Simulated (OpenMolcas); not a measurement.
**Pt²⁺ among point charges: CASSCF and CASPT2 levels and susceptibility**

How does a field of 2 point charges split the states of Pt²⁺, and what χT follows?

The numbers are computed with OpenMolcas 26.06 (state-averaged CASSCF and CASPT2, spin-orbit coupling by RASSI with atomic mean-field integrals), except any that are marked as measured or tabulated.

## (1) What is computed

```
Species                           : Pt²⁺ (platinum, Z = 78, 76 electrons)
Basis                             : ANO-RCC-VDZP [7s6p4d2f], 59 functions
Scalar Hamiltonian                : DKH2, point nucleus
Inactive shells                   : 1s 2s 2p 3s 3p 3d 4s 4p 4d 4f 5s 5p
Active space                      : 8 electrons in 5 orbitals (5d)
Some configurations of this space : 5d8
Orbitals                          : optimised for each spin and parity, averaged over all roots
```

The outer shells:

5d8
```
5d [↑↓][↑↓][↑↓][↑ ][↑ ]
```

The ion sits among 2 point charges of -1.5 e arranged as a linear pair (D∞h), 2.2 Å from the ion.

Each step is its own input file, run in one work folder so that later steps find the files of earlier ones. Labels, J, g values, rates, χT and fits are worked out afterwards by a script from the matrices that RASSI stores. The input lists half of the charges; inversion (Group=XYZ) makes the rest.

## (2) GATEWAY and SEWARD: basis and integrals

The input, a.inp:

```
&GATEWAY
Coord
1

Pt 0.0 0.0 0.0
Basis=ANO-RCC-VDZP
Group=XYZ
NoMove
AngMom=0.0 0.0 0.0
AMFI
XField
1 Angstrom 0
0.000000 0.000000 2.200000 -1.500000
&SEWARD
```

On the command line:

```sh
> OMP_NUM_THREADS=1 MOLCAS_MEM=1689 MOLCAS_PROJECT=a pymolcas a.inp > a.log
```

## (3) Reference wave functions, triplets of even parity, 10 roots

The input, a.inp:

```
&RASSCF
FileOrb=start.orb
Symmetry=1
Spin=3
nActEl=8 0 0
Inactive=15 19
Ras2=5 0
CIRoot=10 10 1
SDav=10
CIMx=300
Iter=120 100
PrWF=0.3
OrbListing=Nothing
MaxOrb=0
>>> COPY $Project.JobIph JOB001
```

start.orb holds the contracted functions of the basis, ordered by shell, or the orbitals of the step before.

## (4) CASSCF: singlets of even parity, 15 roots

The input, a.inp:

```
&RASSCF
FileOrb=start.orb
Symmetry=1
Spin=1
nActEl=8 0 0
Inactive=15 19
Ras2=5 0
CIRoot=15 15 1
SDav=15
CIMx=300
Iter=120 100
PrWF=0.3
OrbListing=Nothing
MaxOrb=0
>>> COPY $Project.JobIph JOB002
```

## (5) State interaction with spin-orbit coupling

The input, a.inp:

```
&RASSI
NrOfJobIphs=2 10 15
1 2 3 4 5 6 7 8 9 10
1 2 3 4 5 6 7 8 9 10 11 12 13 14 15
IphNames
JOB001
JOB002
EJob
SpinOrbit
DIPRint=1.0
SOCoupling=1000.0
Subsets=2
Property=9
'ANGMOM' 1 'ANGMOM' 2 'ANGMOM' 3 'MLTPL  1' 1 'MLTPL  1' 2 'MLTPL  1' 3
'AMFI' 1 'AMFI' 2 'AMFI' 3
SOProperty=3
'ANGMOM' 1 'ANGMOM' 2 'ANGMOM' 3
```

## (6) CASPT2: IPEA 0.25, imaginary shift 0.1 (closed shells correlated: 5s 5p)

The input, a.inp:

```
>>> COPY JOB001 $Project.JobIph
&CASPT2
Multistate=10 1 2 3 4 5 6 7 8 9 10
NoMult
Frozen=14 16
IPEA=0.25
Imaginary=0.1
MaxIter=60
WThr=0.0 0.3 0.05
PrWF=0.5
NoMix
>>> COPY JOB002 $Project.JobIph
&CASPT2
Multistate=15 1 2 3 4 5 6 7 8 9 10 11 12 13 14 15
NoMult
Frozen=14 16
IPEA=0.25
Imaginary=0.1
MaxIter=60
WThr=0.0 0.3 0.05
PrWF=0.5
NoMix
```

(Steps that only read results are left out.)

**Question.** What will these runs give? Wanted: spin-free ground state; first state of the same spin within the active space; lowest level; next level.

As calculated:

| quantity | value |
| --- | --- |
| method | SS-CASPT2, IPEA 0.25, imaginary shift 0.1 (closed shells correlated: 5s 5p) |
| spin-free ground state | 3Sigma, 1-fold in its orbital part |
| first state of the same spin within the active space | 3Pi at 461 cm⁻¹ |
| lowest level | 1-fold |
| next level | 417.4 cm⁻¹ |
| χT at 300 K | 2.50 cm³ K/mol |
| effective moment at 300 K | 4.47 μB |

Cost by method:

| method | time of its own steps | time with the reference |
| --- | --- | --- |
| A. CASSCF | 4.9 s | 4.9 s |
| B. SS-CASPT2, IPEA 0.25, imaginary shift 0.1, +5s 5p | 1.8 s | 6.7 s |

Times are of one thread on a shared host.

What this shows: The spin-free ground state (3Sigma) comes to 94 % from free-ion F terms and keeps the highest spin of the shell. χT at 300 K is 2.50, against 1.00 cm³ K/mol for the spin alone, so orbital moment adds to it. The field of point charges can differ much from that of real complexes. Point charges carry no covalency, so the field is a model and not that of real ligands.
